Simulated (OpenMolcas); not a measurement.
# SiN2H5OF (SMILES N[Si](N)(O)F) at 6 levels

Wanted: a comparison of 6 runs (HF/3-21G, HF/cc-pVDZ, B3LYP/6-31G*, PBE0/cc-pVDZ, SVWN5/cc-pVDZ, r2SCAN/cc-pVDZ) of SiN2H5OF. 

The results are computed with OpenMolcas 26.06.

1 further run of the same task is left out (it didn't finish).

### Step 1. The molecule

SiN2H5OF has 10 atoms, charge 0, and is taken as a singlet. As SMILES, `N[Si](N)(O)F`. The O4–H10 distance was set to 2.107 Å, away from the relaxed value. At this shape a bond of the SMILES string is far longer than usual.

Bond lengths: N1–Si2 1.685 Å, Si2–N3 1.695 Å, Si2–O4 1.637 Å, Si2–F5 1.605 Å, N1–H6 1.004 Å, N1–H7 1.005 Å, N3–H8 1.005 Å, N3–H9 1.005 Å. Some angles: N1–Si2–N3 109.0°, N1–Si2–O4 103.8°, N1–Si2–F5 116.8°, N3–Si2–O4 119.6°, N3–Si2–F5 102.6°, O4–Si2–F5 105.7°, Si2–N1–H6 122.0°, Si2–N1–H7 121.9°, Si2–N3–H8 121.3°, Si2–N3–H9 121.7°.

### Step 2. The energy at HF/3-21G (run 1)

job.input

```
&gateway
  baslib = $CurrDir
  coord
  10
  angstrom
  N       -0.893180       2.332434       0.601386
  Si      -0.413980       0.740634       0.327886
  N       -0.966080      -0.228066       1.603986
  O        1.193620       0.859634       0.041086
  F       -1.031280       0.009934      -0.960414
  H       -1.805680       2.560134       0.953486
  H       -0.430780       3.109034       0.162086
  H       -1.218580      -1.190066       1.457286
  H       -0.716280      -0.036666       2.558686
  H        2.068800      -0.674900      -1.106900
  basis = 3-21G
  group = NoSym

&seward

&scf
  thresholds = 1e-10 1e-07 1e-07 1e-05
  prorbitals = 1 1
```

The basis set 3-21G is read from a file made from the Basis Set Exchange's data (not shown).

Started as:

```bash
$ export MOLCAS_MEM=1860
$ pymolcas job.input > job.log
```

Standard output:

```text
--- Start Module: gateway ---
[...]
--- Stop Module: gateway /rc=_RC_ALL_IS_WELL_ ---
--- Start Module: seward ---
[...]
      Basis functions           59
--- Stop Module: seward /rc=_RC_ALL_IS_WELL_ ---
--- Start Module: scf ---
[...]
       Convergence after  18 Iterations
[...]
::    Total SCF energy                               -571.9087762924
[...]
      Total spin, S                                     0.0000000000
[...]
      Total electronic charge=   50.000000
      Total            charge=   -0.000000
[...]
      Dipole Moment (debye):
      Origin of the operator (angstrom)=   -0.4191    0.7074    0.2762
                   X=  2.1253E-01               Y= -6.9910E-01               Z=  9.2802E-01           Total=  1.1812E+00
      Quadrupole Moment (debye*angstrom):
[...]
--- Stop Module: scf /rc=_RC_ALL_IS_WELL_ ---
[...]
```

Wall time 2.2 s (1 thread of Intel Xeon 6975P-C (Granite Rapids), shared host); peak memory 0.39 GiB.

### Step 3. A single-point energy at HF/cc-pVDZ (run 2)

mol.input

```
* FH5N2OSi Hartree-Fock
&GATEWAY
BasLib=$CurrDir
Coord
10
angstrom
N       -0.893180       2.332434       0.601386
Si      -0.413980       0.740634       0.327886
N       -0.966080      -0.228066       1.603986
O        1.193620       0.859634       0.041086
F       -1.031280       0.009934      -0.960414
H       -1.805680       2.560134       0.953486
H       -0.430780       3.109034       0.162086
H       -1.218580      -1.190066       1.457286
H       -0.716280      -0.036666       2.558686
H        2.068800      -0.674900      -1.106900
Basis=cc-pVDZ
Group=NoSym
&SEWARD
&SCF
Thresholds=1e-10 1e-07 1e-07 1e-05
PrOrbitals=1 1
```

The basis set cc-pVDZ is read from a file made from the Basis Set Exchange's data (not shown).

Started as:

```bash
$ export MOLCAS_MEM=1860
$ pymolcas mol.input > mol.log
```

Standard output:

```text
--- Start Module: gateway ---
[...]
--- Stop Module: gateway /rc=_RC_ALL_IS_WELL_ ---
--- Start Module: seward ---
[...]
      Basis functions           99
--- Stop Module: seward /rc=_RC_ALL_IS_WELL_ ---
[...]
--- Start Module: scf ---
[...]
       Convergence after  19 Iterations
[...]
::    Total SCF energy                               -574.9846517769
[...]
      Total spin, S                                     0.0000000000
[...]
      Total electronic charge=   50.000000
      Total            charge=   -0.000000
[...]
      Dipole Moment (debye):
      Origin of the operator (angstrom)=   -0.4191    0.7074    0.2762
                   X=  3.7978E-01               Y= -7.6897E-01               Z=  8.1135E-01           Total=  1.1806E+00
      Quadrupole Moment (debye*angstrom):
[...]
--- Stop Module: scf /rc=_RC_ALL_IS_WELL_ ---
[...]
```

It took 9.6 s on 1 thread of Intel Xeon 6975P-C (Granite Rapids), shared host; peak memory 0.55 GiB.

Runs 3 to 4 aren't shown in full; the table further down has their settings and results.

### Step 4. A single-point energy at SVWN5/cc-pVDZ (run 5)

calc.inp

```
* FH5N2OSi Kohn-Sham DFT

&GATEWAY
  BasLib = $CurrDir
  Coord
  10
  angstrom
  N       -0.893180       2.332434       0.601386
  Si      -0.413980       0.740634       0.327886
  N       -0.966080      -0.228066       1.603986
  O        1.193620       0.859634       0.041086
  F       -1.031280       0.009934      -0.960414
  H       -1.805680       2.560134       0.953486
  H       -0.430780       3.109034       0.162086
  H       -1.218580      -1.190066       1.457286
  H       -0.716280      -0.036666       2.558686
  H        2.068800      -0.674900      -1.106900
  Basis = cc-pVDZ
  Group = NoSym

&SEWARD
  GridInput
  Grid=UltraFine
  End of Grid

&SCF
  KSDFT = SVWN5
  Thresholds = 1e-10 1e-07 1e-07 1e-05
  PrOrbitals = 1 1
```

The basis set cc-pVDZ is read from a file made from the Basis Set Exchange's data (not shown).

Started as:

```bash
$ export MOLCAS_MEM=1860
$ pymolcas calc.inp > calc.log
```

Standard output:

```text
--- Start Module: gateway ---
[...]
--- Stop Module: gateway /rc=_RC_ALL_IS_WELL_ ---
--- Start Module: seward ---
[...]
      Basis functions           99
--- Stop Module: seward /rc=_RC_ALL_IS_WELL_ ---
[...]
--- Start Module: scf ---
[...]
       Convergence after  29 Iterations
[...]
::    Total KS-DFT energy                            -573.8172640387
[...]
      Total spin, S                                     0.0000000000
[...]
      Total electronic charge=   50.000000
      Total            charge=   -0.000000
[...]
      Dipole Moment (debye):
      Origin of the operator (angstrom)=   -0.4191    0.7074    0.2762
                   X= -7.3654E-01               Y= -4.4797E-02               Z=  1.3807E+00           Total=  1.5655E+00
      Quadrupole Moment (debye*angstrom):
[...]
--- Stop Module: scf /rc=_RC_ALL_IS_WELL_ ---
[...]
```

It took 31 s on 1 thread of Intel Xeon 6975P-C (Granite Rapids), shared host; peak memory 0.55 GiB.

### Step 5. The energy at r2SCAN/cc-pVDZ (run 6)

mol.input

```
&GATEWAY
 BasLib=$CurrDir
 Coord
 10
 bohr
 N     -1.68786558     4.40766146     1.13645484
 Si    -0.78230882     1.39959542     0.61961474
 N     -1.82562661    -0.43098228     3.03109425
 O      2.25561490     1.62447283     0.07764129
 F     -1.94883676     0.01877254    -1.81491943
 H     -3.41224067     4.83795210     1.80182740
 H     -0.81405622     5.87522277     0.30629815
 H     -2.30278246    -2.24889881     2.75387143
 H     -1.35357303    -0.06928870     4.83521578
 H      3.90946541    -1.27537616    -2.09173785
 Basis=cc-pVDZ
 Group=NoSym

&SEWARD
 GridInput
 Grid=UltraFine
 End of Grid

&SCF
 KSDFT=2
 1.0 MGGA_X_R2SCAN
 1.0 MGGA_C_R2SCAN
 Thresholds=1e-10 1e-07 1e-07 1e-05
 PrOrbitals=0
```

The basis set cc-pVDZ is read from a file made from the Basis Set Exchange's data (not shown).

Started as:

```bash
$ export MOLCAS_MEM=1860
$ pymolcas mol.input > mol.log
```

Standard output:

```text
--- Start Module: gateway ---
[...]
--- Stop Module: gateway /rc=_RC_ALL_IS_WELL_ ---
--- Start Module: seward ---
[...]
      Basis functions           99
--- Stop Module: seward /rc=_RC_ALL_IS_WELL_ ---
[...]
--- Start Module: scf ---
[...]
       Convergence after  24 Iterations
[...]
::    Total KS-DFT energy                            -576.8899823727
[...]
      Total spin, S                                     0.0000000000
[...]
      Total electronic charge=   50.000000
      Total            charge=   -0.000000
[...]
      Dipole Moment (debye):
      Origin of the operator (angstrom)=   -0.4191    0.7074    0.2762
                   X= -6.9833E-01               Y= -2.9714E-03               Z=  1.3541E+00           Total=  1.5236E+00
      Quadrupole Moment (debye*angstrom):
[...]
--- Stop Module: scf /rc=_RC_ALL_IS_WELL_ ---
[...]
```

Run time: 65 s. Hardware: 1 thread of Intel Xeon 6975P-C (Granite Rapids), shared host; peak memory 0.55 GiB.

### Step 6. The series

```tsv
run	level	integration grid	energy (Eh)	dipole moment (D)	HOMO energy (eV)	LUMO energy (eV)	wall time
1	HF/3-21G	–	-571.908776	1.18	-10.76	-1.10	2.2 s
2	HF/cc-pVDZ	–	-574.984652	1.18	-10.92	-1.65	9.6 s
3	B3LYP/6-31G* (spherical functions)	UltraFine	-577.038997	1.11	-6.87	-4.99	26 s
4	PBE0/cc-pVDZ	UltraFine	-576.616933	1.10	-7.17	-4.87	39 s
5	SVWN5/cc-pVDZ	UltraFine	-573.817264	1.57	-5.70	-5.37	31 s
6	r2SCAN/cc-pVDZ	UltraFine	-576.889982	1.52	-6.02	-5.50	65 s
```

### Step 7. Results

| quantity | value |
| --- | --- |
| run 6: total energy | -576.88998 Eh |
| run 6: dipole moment | 1.52 D |
| run 6: HOMO energy | -6.02 eV |
| run 6: LUMO energy | -5.50 eV |
| run 6: HOMO–LUMO gap | 0.52 eV |

The dipole moment (its size) runs from 1.10 D (PBE0/cc-pVDZ) to 1.57 D (SVWN5/cc-pVDZ). The HOMO–LUMO gap runs from 0.34 eV (SVWN5/cc-pVDZ) to 9.66 eV (HF/3-21G). The two ends differ in method and basis. Totals of different functionals can't be ranked against each other. In runs 1, 2, 3, 4, 5, 6 a closed-shell determinant meets a far-stretched bond, which it describes badly. All runs together took 2.9 min, the longest 65 s.
